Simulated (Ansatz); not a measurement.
# Molecular dynamics of Cr

Input file:

```yaml
crystal:
  lattice:
    - [5.854443, 0.0, 0.0]
    - [0.0, 5.854443, 0.0]
    - [0.0, 0.0, 5.854443]
  atoms:
    - { symbol: Cr, position: [0.0, 0.0, 0.0] }
    - { symbol: Cr, position: [0.5, 0.0, 0.0] }
    - { symbol: Cr, position: [0.0, 0.5, 0.0] }
    - { symbol: Cr, position: [0.0, 0.0, 0.5] }
    - { symbol: Cr, position: [0.25, 0.25, 0.25] }
    - { symbol: Cr, position: [0.5, 0.5, 0.0] }
    - { symbol: Cr, position: [0.5, 0.0, 0.5] }
    - { symbol: Cr, position: [0.75, 0.25, 0.25] }
    - { symbol: Cr, position: [0.0, 0.5, 0.5] }
    - { symbol: Cr, position: [0.25, 0.75, 0.25] }
    - { symbol: Cr, position: [0.25, 0.25, 0.75] }
    - { symbol: Cr, position: [0.5, 0.5, 0.5] }
    - { symbol: Cr, position: [0.75, 0.75, 0.25] }
    - { symbol: Cr, position: [0.75, 0.25, 0.75] }
    - { symbol: Cr, position: [0.25, 0.75, 0.75] }
    - { symbol: Cr, position: [0.75, 0.75, 0.75] }
basis:
  ecutwfc: 420.0
kpoints:
  mp_grid: { grid: [2, 2, 2] }
hamiltonian:
  xc: pbesol
scf:
  occupations: { method: fermi_dirac, width: 0.24 }
  lower_state_search: "off"
md:
  timestep: 2.25
  n_steps: 110
  ensemble: nvt_langevin
  temperature: 2800.0
  initial_velocities: maxwell_boltzmann
  seed: 649698
  friction: 0.02
```

Command:

```bash
$ ansatz run input.yaml --threads 2 --pin off --max-ram 5120MiB --backend cpu --events-out ev --progress --plain --runs-dir out
```

It starts from a structure without forces on its atoms.

Output, in part (one step line in 2):

```
md step     0: t =     0.00 fs  T =  2625.0 K  F+E_penalty+E_count = -53586.81499088 eV  E_kin = 5.428920 eV  (7 SCF iters)
md step     2: t =     4.50 fs  T =  2671.7 K  F+E_penalty+E_count = -53586.65662194 eV  E_kin = 5.525411 eV  (8 SCF iters)
md step     4: t =     9.00 fs  T =  2575.1 K  F+E_penalty+E_count = -53586.20035322 eV  E_kin = 5.325623 eV  (8 SCF iters)
md step     6: t =    13.50 fs  T =  2019.8 K  F+E_penalty+E_count = -53585.52417559 eV  E_kin = 4.177177 eV  (7 SCF iters)
md step     8: t =    18.00 fs  T =  1381.1 K  F+E_penalty+E_count = -53584.77048336 eV  E_kin = 2.856364 eV  (7 SCF iters)
md step    10: t =    22.50 fs  T =  1603.6 K  F+E_penalty+E_count = -53584.10000772 eV  E_kin = 3.316413 eV  (8 SCF iters)
md step    12: t =    27.00 fs  T =  1271.4 K  F+E_penalty+E_count = -53583.40244449 eV  E_kin = 2.629418 eV  (8 SCF iters)
md step    14: t =    31.50 fs  T =  1222.9 K  F+E_penalty+E_count = -53582.69861480 eV  E_kin = 2.529122 eV  (7 SCF iters)
md step    16: t =    36.00 fs  T =  1414.5 K  F+E_penalty+E_count = -53582.15486489 eV  E_kin = 2.925503 eV  (7 SCF iters)
md step    18: t =    40.50 fs  T =  1537.5 K  F+E_penalty+E_count = -53581.81040842 eV  E_kin = 3.179821 eV  (8 SCF iters)
md step    20: t =    45.00 fs  T =  1690.5 K  F+E_penalty+E_count = -53581.60130761 eV  E_kin = 3.496225 eV  (8 SCF iters)
md step    22: t =    49.50 fs  T =  2040.7 K  F+E_penalty+E_count = -53581.33922123 eV  E_kin = 4.220534 eV  (8 SCF iters)
md step    24: t =    54.00 fs  T =  1920.9 K  F+E_penalty+E_count = -53581.01005792 eV  E_kin = 3.972745 eV  (7 SCF iters)
md step    26: t =    58.50 fs  T =  1904.4 K  F+E_penalty+E_count = -53580.81946381 eV  E_kin = 3.938685 eV  (7 SCF iters)
md step    28: t =    63.00 fs  T =  2156.6 K  F+E_penalty+E_count = -53580.74707580 eV  E_kin = 4.460278 eV  (8 SCF iters)
md step    30: t =    67.50 fs  T =  2355.0 K  F+E_penalty+E_count = -53580.75403233 eV  E_kin = 4.870427 eV  (8 SCF iters)
md step    32: t =    72.00 fs  T =  2572.9 K  F+E_penalty+E_count = -53580.69013519 eV  E_kin = 5.321147 eV  (7 SCF iters)
md step    34: t =    76.50 fs  T =  2657.8 K  F+E_penalty+E_count = -53580.68376424 eV  E_kin = 5.496844 eV  (7 SCF iters)
md step    36: t =    81.00 fs  T =  2360.8 K  F+E_penalty+E_count = -53580.62316950 eV  E_kin = 4.882528 eV  (8 SCF iters)
md step    38: t =    85.50 fs  T =  2671.2 K  F+E_penalty+E_count = -53580.36755406 eV  E_kin = 5.524562 eV  (7 SCF iters)
md step    40: t =    90.00 fs  T =  2066.3 K  F+E_penalty+E_count = -53579.99819425 eV  E_kin = 4.273431 eV  (9 SCF iters)
md step    42: t =    94.50 fs  T =  1829.6 K  F+E_penalty+E_count = -53579.65152043 eV  E_kin = 3.783846 eV  (8 SCF iters)
md step    44: t =    99.00 fs  T =  1774.5 K  F+E_penalty+E_count = -53579.41188269 eV  E_kin = 3.670003 eV  (7 SCF iters)
md step    46: t =   103.50 fs  T =  1860.3 K  F+E_penalty+E_count = -53579.37320201 eV  E_kin = 3.847427 eV  (7 SCF iters)
md step    48: t =   108.00 fs  T =  1950.3 K  F+E_penalty+E_count = -53579.34200601 eV  E_kin = 4.033486 eV  (7 SCF iters)
md step    50: t =   112.50 fs  T =  2151.8 K  F+E_penalty+E_count = -53579.27149454 eV  E_kin = 4.450284 eV  (8 SCF iters)
md step    52: t =   117.00 fs  T =  2726.6 K  F+E_penalty+E_count = -53579.20762145 eV  E_kin = 5.638981 eV  (8 SCF iters)
md step    54: t =   121.50 fs  T =  2720.4 K  F+E_penalty+E_count = -53579.15985852 eV  E_kin = 5.626120 eV  (8 SCF iters)
md step    56: t =   126.00 fs  T =  2857.8 K  F+E_penalty+E_count = -53579.11207348 eV  E_kin = 5.910350 eV  (8 SCF iters)
md step    58: t =   130.50 fs  T =  2621.7 K  F+E_penalty+E_count = -53579.16317286 eV  E_kin = 5.422149 eV  (8 SCF iters)
md step    60: t =   135.00 fs  T =  2799.2 K  F+E_penalty+E_count = -53579.34148694 eV  E_kin = 5.789256 eV  (9 SCF iters)
md step    62: t =   139.50 fs  T =  3482.1 K  F+E_penalty+E_count = -53579.44519750 eV  E_kin = 7.201445 eV  (8 SCF iters)
md step    64: t =   144.00 fs  T =  3471.6 K  F+E_penalty+E_count = -53579.65323712 eV  E_kin = 7.179845 eV  (8 SCF iters)
md step    66: t =   148.50 fs  T =  3869.4 K  F+E_penalty+E_count = -53579.95057525 eV  E_kin = 8.002528 eV  (8 SCF iters)
md step    68: t =   153.00 fs  T =  3529.9 K  F+E_penalty+E_count = -53580.15477674 eV  E_kin = 7.300367 eV  (8 SCF iters)
md step    70: t =   157.50 fs  T =  3348.2 K  F+E_penalty+E_count = -53580.32153605 eV  E_kin = 6.924590 eV  (9 SCF iters)
md step    72: t =   162.00 fs  T =  3360.0 K  F+E_penalty+E_count = -53580.50687273 eV  E_kin = 6.949004 eV  (8 SCF iters)
md step    74: t =   166.50 fs  T =  3288.2 K  F+E_penalty+E_count = -53580.67777115 eV  E_kin = 6.800481 eV  (8 SCF iters)
md step    76: t =   171.00 fs  T =  3241.2 K  F+E_penalty+E_count = -53580.91752480 eV  E_kin = 6.703412 eV  (8 SCF iters)
md step    78: t =   175.50 fs  T =  2667.9 K  F+E_penalty+E_count = -53581.30880764 eV  E_kin = 5.517700 eV  (8 SCF iters)
md step    80: t =   180.00 fs  T =  3297.2 K  F+E_penalty+E_count = -53581.79627968 eV  E_kin = 6.819231 eV  (9 SCF iters)
md step    82: t =   184.50 fs  T =  3558.4 K  F+E_penalty+E_count = -53582.20955805 eV  E_kin = 7.359360 eV  (8 SCF iters)
md step    84: t =   189.00 fs  T =  3657.7 K  F+E_penalty+E_count = -53582.45846546 eV  E_kin = 7.564724 eV  (8 SCF iters)
md step    86: t =   193.50 fs  T =  3305.8 K  F+E_penalty+E_count = -53582.38846106 eV  E_kin = 6.836841 eV  (7 SCF iters)
md step    88: t =   198.00 fs  T =  2685.1 K  F+E_penalty+E_count = -53581.95592687 eV  E_kin = 5.553242 eV  (7 SCF iters)
md step    90: t =   202.50 fs  T =  2457.4 K  F+E_penalty+E_count = -53581.40553574 eV  E_kin = 5.082254 eV  (9 SCF iters)
md step    92: t =   207.00 fs  T =  2166.7 K  F+E_penalty+E_count = -53580.89529551 eV  E_kin = 4.481015 eV  (7 SCF iters)
md step    94: t =   211.50 fs  T =  1757.0 K  F+E_penalty+E_count = -53580.41894932 eV  E_kin = 3.633710 eV  (7 SCF iters)
md step    96: t =   216.00 fs  T =  2015.9 K  F+E_penalty+E_count = -53580.22341916 eV  E_kin = 4.169259 eV  (7 SCF iters)
md step    98: t =   220.50 fs  T =  2107.5 K  F+E_penalty+E_count = -53580.22837336 eV  E_kin = 4.358679 eV  (8 SCF iters)
md step   100: t =   225.00 fs  T =  2067.1 K  F+E_penalty+E_count = -53580.43464439 eV  E_kin = 4.275096 eV  (9 SCF iters)
md step   102: t =   229.50 fs  T =  2239.6 K  F+E_penalty+E_count = -53580.82362262 eV  E_kin = 4.631903 eV  (7 SCF iters)
md step   104: t =   234.00 fs  T =  2451.9 K  F+E_penalty+E_count = -53581.16848412 eV  E_kin = 5.070930 eV  (8 SCF iters)
md step   106: t =   238.50 fs  T =  2721.5 K  F+E_penalty+E_count = -53581.48553149 eV  E_kin = 5.628480 eV  (8 SCF iters)
md step   108: t =   243.00 fs  T =  2742.6 K  F+E_penalty+E_count = -53581.53332776 eV  E_kin = 5.672087 eV  (7 SCF iters)
md step   110: t =   247.50 fs  T =  2330.3 K  F+E_penalty+E_count = -53581.44949158 eV  E_kin = 4.819367 eV  (9 SCF iters)
```

The run went to its last step. A run of 0.25 ps of so small a system gives no equilibrium averages. Spin polarisation was left off. Limits of this set-up: coarse k mesh, magnetic elements without spin.

Mean squared displacements from the first frame to the last, about the centre of mass: Cr 0.08 Å².

Last frame:

```xyz
16
Lattice="5.8544 0.0000 0.0000 0.0000 5.8544 0.0000 0.0000 0.0000 5.8544" Properties=species:S:1:pos:R:3
Cr -0.106 -0.118 0.006
Cr 2.792 -0.005 -0.102
Cr -0.275 2.906 -0.092
Cr -0.540 0.053 2.849
Cr 0.962 1.450 1.163
Cr 2.370 3.113 -0.100
Cr 2.416 0.127 2.621
Cr 4.322 1.218 1.291
Cr -0.417 3.275 2.920
Cr 1.061 4.453 1.118
Cr 0.802 1.251 3.881
Cr 2.648 2.754 2.663
Cr 4.086 4.629 1.316
Cr 4.008 1.651 4.134
Cr 1.344 4.736 4.344
Cr 3.950 4.583 4.204
```

Run time: 12 min on 2 threads of Arm Neoverse V2, with other jobs on the host, peak memory 0.82 GiB.
